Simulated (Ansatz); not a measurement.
# CH4GaN: geometry optimisation

Aim: relax CH4GaN at this level.

Computed with Ansatz 0.2.0. Level: RKS B3LYP-D4/def2-SVPD.

1 further run of the same task is left out (set aside as unsound or not needed).

## 1. The system as given

SMILES `C=[N][GaH2]`, 7 atoms, charge 0, spin multiplicity 1.

Atoms are counted from 1 here; the program's logs count them from 0.

Bond lengths: C1–N2 1.258 Å, C1–H4 1.118 Å, C1–H5 1.117 Å, N2–Ga3 1.818 Å, Ga3–H6 1.563 Å, Ga3–H7 1.563 Å. Angles: N2–C1–H4 123.0°, N2–C1–H5 121.8°, H4–C1–H5 115.2°, C1–N2–Ga3 164.5°, N2–Ga3–H6 114.6°, N2–Ga3–H7 115.1°, H6–Ga3–H7 130.0°.

Coordinates:

```xyz
7
charge 0, multiplicity 1
C    -1.1276    0.1014   -0.9894
N    -0.2914   -0.1275   -0.0777
Ga    1.1631   -0.1010    1.0124
H    -0.9540    0.8519   -1.7997
H    -2.1040   -0.4389   -1.0417
H     1.0247    0.8323    2.2580
H     2.2891   -1.1182    0.6383
```

## 2. Relaxation

input.yaml reads:

```yaml
crystal:
  periodic: [false, false, false]
  atoms:
    - { symbol: C, position_ang: [-1.127578, 0.101393, -0.989418] }
    - { symbol: "N", position_ang: [-0.291374, -0.127472, -0.07773] }
    - { symbol: Ga, position_ang: [1.16315, -0.100996, 1.012353] }
    - { symbol: H, position_ang: [-0.953952, 0.851866, -1.79968] }
    - { symbol: H, position_ang: [-2.103997, -0.438869, -1.041735] }
    - { symbol: H, position_ang: [1.024663, 0.832318, 2.25795] }
    - { symbol: H, position_ang: [2.289088, -1.11823, 0.638268] }
basis:
  gaussian: { orbitals: def2-SVPD }
hamiltonian:
  xc: { name: B3LYP }
  dispersion: d4
output:
  forces: true
relax:
  f_tol: 0.003
  max_steps: 120
```

Started as:

```console
$ ansatz run input.yaml --threads 1 --pin off --max-ram 2560MiB --backend cpu --events-out ev --progress --plain --runs-dir out
```

Standard output:

```text
Warning: RAYON_NUM_THREADS=1 ignored (pool sized by the plan → 1); use --threads N
The last accepted step is kept in <dir> (removed where the run ends without a failure and the disk answers)
Engine: ansatz 0.2.0, aarch64-unknown-linux-gnu
Functional definition: B3LYP
  parameter a0 = 0.2
  parameter ax = 0.72
  parameter ac = 0.81
  exchange = (1 - a0 - ax)*slater_x + ax*b88_x + a0*exact_x
  correlation = (1 - ac)*vwn_rpa_c + ac*lyp_c
1177 factors; integrals over basis functions are off by at most 2.3e-4 eV
mean field evaluation 1: about -54956.0038 eV, gradient 5.5e1 eV
mean field evaluation 2: about -54924.7534 eV, gradient 1.1e2 eV
mean field evaluation 4: about -54961.9912 eV, gradient 1.1e1 eV
mean field evaluation 8: about -54962.2198 eV, gradient 5.5e-1 eV
mean field evaluation 16: about -54962.2204 eV, gradient 2.6e-5 eV
mean field -54962.22038177 eV, -2019.8243442990 hartree, gradient 2.6e-5 eV, S^2 0.000000; 0 other end points of the search recorded, 0 dependent functions left out
the calculation of the forces begins
reference -54962.22064383 eV, -2019.8243539296 hartree; 24, 24 occupied and 86, 86 virtual orbitals, 1177 factors
relax step   1: F+E_penalty+E_count = -54962.40183497 eV  Δ(F+E_penalty+E_count) = +0.000e0 eV  max|allowed force component| = 3.961e-1 eV/Å  Δτ_max = 0.0000 Å  (28 SCF iters, accepted)
these checks for a lower state are left out or cut short: starts, cluster_reference, orbital_swaps, neighbouring_geometries, increment
1177 factors; integrals over basis functions are off by at most 2.3e-4 eV
mean field -54962.22561083 eV, -2019.8245364634 hartree, gradient 1.7e-5 eV, S^2 0.000000; 0 other end points of the search recorded, 0 dependent functions left out
the calculation of the forces begins
reference -54962.22587279 eV, -2019.8245460901 hartree; 24, 24 occupied and 86, 86 virtual orbitals, 1177 factors
relax step   2: F+E_penalty+E_count = -54962.40735910 eV  Δ(F+E_penalty+E_count) = -5.524e-3 eV  max|allowed force component| = 9.026e-2 eV/Å  Δτ_max = 0.0336 Å  (31 SCF iters, accepted)
these checks for a lower state are left out or cut short: starts, cluster_reference, orbital_swaps, neighbouring_geometries, increment
1177 factors; integrals over basis functions are off by at most 2.3e-4 eV
mean field -54962.22073422 eV, -2019.8243572513 hartree, gradient 8.9e-5 eV, S^2 0.000000; 0 other end points of the search recorded, 0 dependent functions left out
the calculation of the forces begins
reference -54962.22099616 eV, -2019.8243668773 hartree; 24, 24 occupied and 86, 86 virtual orbitals, 1177 factors
relax step   3: F+E_penalty+E_count = -54962.40264764 eV  Δ(F+E_penalty+E_count) = +4.711e-3 eV  max|allowed force component| = 2.948e-1 eV/Å  Δτ_max = 0.0282 Å  (27 SCF iters, rejected (line search))
these checks for a lower state are left out or cut short: starts, cluster_reference, orbital_swaps, neighbouring_geometries, increment
1177 factors; integrals over basis functions are off by at most 2.3e-4 eV
mean field evaluation 32: about -54962.2264 eV, gradient 2.7e-5 eV
mean field -54962.22638713 eV, -2019.8245649920 hartree, gradient 8.2e-5 eV, S^2 0.000000; 0 other end points of the search recorded, 0 dependent functions left out
the calculation of the forces begins
reference -54962.22664895 eV, -2019.8245746137 hartree; 24, 24 occupied and 86, 86 virtual orbitals, 1177 factors
relax step   4: F+E_penalty+E_count = -54962.40823159 eV  Δ(F+E_penalty+E_count) = -8.725e-4 eV  max|allowed force component| = 1.056e-1 eV/Å  Δτ_max = 0.0141 Å  (28 SCF iters, accepted)
these checks for a lower state are left out or cut short: starts, cluster_reference, orbital_swaps, neighbouring_geometries, increment
1177 factors; integrals over basis functions are off by at most 2.3e-4 eV
mean field -54962.22651511 eV, -2019.8245696952 hartree, gradient 8.1e-5 eV, S^2 0.000000; 0 other end points of the search recorded, 0 dependent functions left out
the calculation of the forces begins
reference -54962.22677697 eV, -2019.8245793183 hartree; 24, 24 occupied and 86, 86 virtual orbitals, 1177 factors
relax step   5: F+E_penalty+E_count = -54962.40837668 eV  Δ(F+E_penalty+E_count) = -1.451e-4 eV  max|allowed force component| = 8.535e-3 eV/Å  Δτ_max = 0.0040 Å  (29 SCF iters, accepted)
these checks for a lower state are left out or cut short: starts, cluster_reference, orbital_swaps, neighbouring_geometries, increment
1177 factors; integrals over basis functions are off by at most 2.3e-4 eV
mean field -54962.22651404 eV, -2019.8245696559 hartree, gradient 2.6e-5 eV, S^2 0.000000; 0 other end points of the search recorded, 0 dependent functions left out
the calculation of the forces begins
reference -54962.22677591 eV, -2019.8245792792 hartree; 24, 24 occupied and 86, 86 virtual orbitals, 1177 factors
relax step   6: F+E_penalty+E_count = -54962.40838073 eV  Δ(F+E_penalty+E_count) = -4.051e-6 eV  max|allowed force component| = 6.310e-3 eV/Å  Δτ_max = 0.0006 Å  (21 SCF iters, accepted)
these checks for a lower state are left out or cut short: starts, cluster_reference, orbital_swaps, neighbouring_geometries, increment
1177 factors; integrals over basis functions are off by at most 2.3e-4 eV
mean field -54962.22651199 eV, -2019.8245695804 hartree, gradient 2.6e-5 eV, S^2 0.000000; 0 other end points of the search recorded, 0 dependent functions left out
the calculation of the forces begins
reference -54962.22677386 eV, -2019.8245792039 hartree; 24, 24 occupied and 86, 86 virtual orbitals, 1177 factors
relax step   7: F+E_penalty+E_count = -54962.40838271 eV  Δ(F+E_penalty+E_count) = -1.980e-6 eV  max|allowed force component| = 3.556e-3 eV/Å  Δτ_max = 0.0005 Å  (21 SCF iters, accepted)
these checks for a lower state are left out or cut short: starts, cluster_reference, orbital_swaps, neighbouring_geometries, increment
1177 factors; integrals over basis functions are off by at most 2.3e-4 eV
mean field -54962.22650773 eV, -2019.8245694238 hartree, gradient 2.8e-5 eV, S^2 0.000000; 0 other end points of the search recorded, 0 dependent functions left out
the calculation of the forces begins
reference -54962.22676961 eV, -2019.8245790479 hartree; 24, 24 occupied and 86, 86 virtual orbitals, 1177 factors
relax step   8: F+E_penalty+E_count = -54962.40838369 eV  Δ(F+E_penalty+E_count) = -9.787e-7 eV  max|allowed force component| = 3.914e-3 eV/Å  Δτ_max = 0.0007 Å  (21 SCF iters, accepted)
these checks for a lower state are left out or cut short: starts, cluster_reference, orbital_swaps, neighbouring_geometries, increment
1177 factors; integrals over basis functions are off by at most 2.3e-4 eV
mean field -54962.22649734 eV, -2019.8245690421 hartree, gradient 8.1e-5 eV, S^2 0.000000; 0 other end points of the search recorded, 0 dependent functions left out
the calculation of the forces begins
reference -54962.22675930 eV, -2019.8245786691 hartree; 24, 24 occupied and 86, 86 virtual orbitals, 1177 factors
relax step   9: F+E_penalty+E_count = -54962.40837133 eV  Δ(F+E_penalty+E_count) = +1.236e-5 eV  max|allowed force component| = 1.683e-2 eV/Å  Δτ_max = 0.0025 Å  (28 SCF iters, rejected (line search))
these checks for a lower state are left out or cut short: starts, cluster_reference, orbital_swaps, neighbouring_geometries, increment
1177 factors; integrals over basis functions are off by at most 2.3e-4 eV
mean field -54962.22650679 eV, -2019.8245693893 hartree, gradient 8.6e-5 eV, S^2 0.000000; 0 other end points of the search recorded, 0 dependent functions left out
the calculation of the forces begins
reference -54962.22676871 eV, -2019.8245790147 hartree; 24, 24 occupied and 86, 86 virtual orbitals, 1177 factors
relax step  10: F+E_penalty+E_count = -54962.40838561 eV  Δ(F+E_penalty+E_count) = -1.914e-6 eV  max|allowed force component| = 2.371e-3 eV/Å  Δτ_max = 0.0013 Å  (21 SCF iters, accepted)
these checks for a lower state are left out or cut short: starts, cluster_reference, orbital_swaps, neighbouring_geometries, increment
1177 factors; integrals over basis functions are off by at most 2.3e-4 eV
mean field evaluation 64: about -54962.2265 eV, gradient 8.1e-5 eV
mean field -54962.22649611 eV, -2019.8245689969 hartree, gradient 8.1e-5 eV, S^2 0.000000; 0 other end points of the search recorded, 0 dependent functions left out
the calculation of the forces begins
reference -54962.22675812 eV, -2019.8245786257 hartree; 24, 24 occupied and 86, 86 virtual orbitals, 1177 factors
relax step  11: F+E_penalty+E_count = -54962.40838785 eV  Δ(F+E_penalty+E_count) = -2.244e-6 eV  max|allowed force component| = 1.204e-3 eV/Å  Δτ_max = 0.0036 Å  (28 SCF iters, accepted)
1177 factors; integrals over basis functions are off by at most 2.3e-4 eV
mean field -54962.22649611 eV, -2019.8245689969 hartree, gradient 8.1e-5 eV, S^2 0.000000; 1 other end points of the search recorded, 0 dependent functions left out
the calculation of the forces begins
reference -54962.22675812 eV, -2019.8245786257 hartree; 24, 24 occupied and 86, 86 virtual orbitals, 1177 factors
Total energy: -54962.40864986 eV, -2019.8312630238 hartree
Atom 0 at    -1.125919     0.100550    -0.987683 Å, force    -0.000239     0.001087     0.001204 eV/Å
Atom 1 at    -0.302221    -0.129155    -0.075061 Å, force    -0.000788    -0.000117    -0.001070 eV/Å
Atom 2 at     1.152807    -0.101087     1.008877 Å, force     0.000499    -0.000138     0.000404 eV/Å
Atom 3 at    -0.958895     0.857917    -1.780897 Å, force     0.000373    -0.000502    -0.000092 eV/Å
Atom 4 at    -2.086996    -0.447592    -1.058798 Å, force     0.000318    -0.000385    -0.000153 eV/Å
Atom 5 at     1.045037     0.835099     2.247995 Å, force    -0.000060    -0.000168    -0.000344 eV/Å
Atom 6 at     2.276187    -1.115722     0.645575 Å, force    -0.000102     0.000222     0.000051 eV/Å
Dipole moment:    -0.073833     0.092986    -0.169827 e Å
```

It took 59 s on 1 thread of Arm Neoverse V1, shared host; peak memory 0.23 GiB.

Along the way: (the energy doesn't fall at every step)

```tsv
step	energy from step 1 (eV)	largest force component (eV/Å)
1	0.0000	0.3961
2	-0.0055	0.0903
3	-0.0008	0.2948
4	-0.0064	0.1056
5	-0.0065	0.0085
6	-0.0065	0.0063
7	-0.0065	0.0036
8	-0.0065	0.0039
9	-0.0065	0.0168
10	-0.0066	0.0024
11	-0.0066	0.0012
```

Close pairs (by a distance rule), those that changed most:

```tsv
bond	before (Å)	after (Å)	change (Å)
C1–H4	1.118	1.109	-0.009
C1–H5	1.117	1.109	-0.008
C1–N2	1.258	1.251	-0.007
Ga3–H7	1.563	1.557	-0.006
Ga3–H6	1.563	1.557	-0.006
N2–Ga3	1.818	1.815	-0.003
```

## 3. Results

```
             quantity      value
        energy gained  0.0066 eV
root mean square move    0.017 Å
        dipole moment     1.00 D
```

In words: Bond lengths: C1–N2 1.251 Å, C1–H4 1.109 Å, C1–H5 1.109 Å, N2–Ga3 1.815 Å, Ga3–H6 1.557 Å, Ga3–H7 1.557 Å. Angles: N2–C1–H4 123.2°, N2–C1–H5 121.8°, H4–C1–H5 115.0°, C1–N2–Ga3 164.0°, N2–Ga3–H6 115.4°, N2–Ga3–H7 115.4°, H6–Ga3–H7 128.9°. No frequencies were computed here.
